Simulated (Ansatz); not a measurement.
**SnCl2 (SMILES [Cl][Sn][Cl]) at BLYP/def2-SVP (core potential)**

What is the vertical ionisation energy of SnCl2 at BLYP/def2-SVP (core potential)? 

The calculation is run with Ansatz 0.2.0.

28 further runs of the same task are left out: 28 set aside as unsound or not needed.

### 1 The structure to begin with

SnCl2 has 3 atoms, charge 0, and is taken as a singlet. As SMILES, `[Cl][Sn][Cl]`. Geometry: a GFN2-xTB relaxation, a rough one for these elements and not checked as a minimum.

Bond lengths: Sn1–Cl2 2.378 Å, Sn1–Cl3 2.377 Å. Angles: Cl2–Sn1–Cl3 99.5°.

### 2 The energy at BLYP/def2-SVP (core potential)

in.yaml reads:

```yaml
crystal:
  periodic: [false, false, false]
  atoms:
    - symbol: Sn
      position_ang: [0.004910, -0.007160, -1.023740]
    - symbol: Cl
      position_ang: [1.812600, -0.019020, 0.521020]
    - symbol: Cl
      position_ang: [-1.817510, 0.026180, 0.502720]
basis:
  gaussian:
    orbitals: def2-SVP
hamiltonian:
  xc: {name: BLYP}
accuracy: high
output: {orbitals: {seedname: orbitals}}
```

On the command line:

```bash
$ ansatz run in.yaml --threads 1 --pin off --max-ram 2610MiB --events-out events.jsonl --progress --plain --runs-dir runs
```

Output:

```text
Warning: RAYON_NUM_THREADS=1 ignored (pool sized by the plan → 1); use --threads N
Functional definition: BLYP
  name "BLYP"
  parameter beta = 0.0042
  parameter a = 0.04918
  parameter b = 0.132
  parameter c = 0.2533
  parameter d = 0.349
  exchange = b88_x(beta = beta)
  correlation = lyp_c(a = a, b = b, c = c, d = d)
1264 factors; integrals over basis functions are off by at most 4.1e-9 eV
mean field evaluation 1: about -30868.7593 eV, gradient 2.2e1 eV
mean field evaluation 2: about -30858.5530 eV, gradient 6.0e1 eV
mean field evaluation 4: about -30870.2897 eV, gradient 1.7e0 eV
mean field evaluation 8: about -30870.2988 eV, gradient 8.8e-2 eV
mean field evaluation 16: about -30870.2988 eV, gradient 8.7e-6 eV
mean field -30870.29877907 eV, -1134.4625554908 hartree, gradient 3.0e-8 eV, S^2 0.000000; 0 other end points of the search recorded, 0 dependent functions left out
reference -30870.29881985 eV, -1134.4625569896 hartree; 28, 28 occupied and 34, 34 virtual orbitals, 1264 factors
Total energy: -30870.29881985 eV, -1134.4625569896 hartree
```

Run time: 1.7 s. Hardware: 1 thread of AMD EPYC 9R45 (Zen 5), shared host; peak memory 0.16 GiB.

### 3 The doublet cation

molecule.yaml reads:

```yaml
crystal:
  periodic: [false, false, false]
  atoms:
    - {symbol: Sn, position_ang: [0.004910, -0.007160, -1.023740]}
    - {symbol: Cl, position_ang: [1.812600, -0.019020, 0.521020]}
    - {symbol: Cl, position_ang: [-1.817510, 0.026180, 0.502720]}
basis:
  gaussian: {orbitals: def2-SVP}
total_charge: 1
magnetization: {spin_polarized: true, initial_magnetization: 1}
hamiltonian: {xc: {name: BLYP}}
accuracy: high
output: {orbitals: {seedname: orbitals}}
```

On the command line:

```bash
$ ansatz run molecule.yaml --threads 1 --pin off --max-ram 2610MiB --events-out events.jsonl --progress --plain --runs-dir runs
```

Output:

```text
Warning: RAYON_NUM_THREADS=1 ignored (pool sized by the plan → 1); use --threads N
[... 9 set-up lines as earlier in the session ...]
1264 factors; integrals over basis functions are off by at most 4.1e-9 eV
mean field evaluation 1: about -30853.6866 eV, gradient 3.2e1 eV
mean field evaluation 2: about -30788.0493 eV, gradient 9.7e1 eV
mean field evaluation 4: about -30860.3690 eV, gradient 6.5e0 eV
mean field evaluation 8: about -30860.6924 eV, gradient 1.8e-1 eV
mean field evaluation 16: about -30860.6927 eV, gradient 8.4e-5 eV
mean field evaluation 32: about -30860.5190 eV, gradient 1.4e0 eV
mean field evaluation 64: about -30860.1549 eV, gradient 6.5e0 eV
mean field evaluation 96: about -30859.8038 eV, gradient 1.7e0 eV
mean field -30860.69273372 eV, -1134.1095398352 hartree, gradient 8.6e-8 eV, S^2 0.752361; 11 other end points of the search recorded, 0 dependent functions left out
reference -30860.69277504 eV, -1134.1095413540 hartree; 28, 27 occupied and 34, 35 virtual orbitals, 1264 factors
Total energy: -30860.69277504 eV, -1134.1095413540 hartree
```

It took 8.4 s on 1 thread of AMD EPYC 9R45 (Zen 5), shared host; peak memory 0.22 GiB.

### 4 Outcome

At BLYP/def2-SVP (core potential):

| quantity | value |
| --- | --- |
| singlet SnCl2: total energy | -1134.46256 Eh |
| singlet SnCl2: HOMO energy | -6.52 eV |
| singlet SnCl2: LUMO energy | -3.48 eV |
| singlet SnCl2: HOMO–LUMO gap | 3.04 eV |
| doublet cation: total energy | -1134.10954 Eh |
| doublet cation: HOMO energy (highest over α and β) | -13.06 eV |
| doublet cation: LUMO energy (lowest over α and β) | -12.71 eV |
| doublet cation: ⟨S²⟩ | 0.752 |
| vertical ionisation energy (to the doublet cation) | 9.606 eV |

What this shows: The vertical ionisation energy comes to 9.61 eV (222 kcal/mol). −ε(HOMO) before ionisation, 6.52 eV, is 3.09 eV below this ionisation energy.
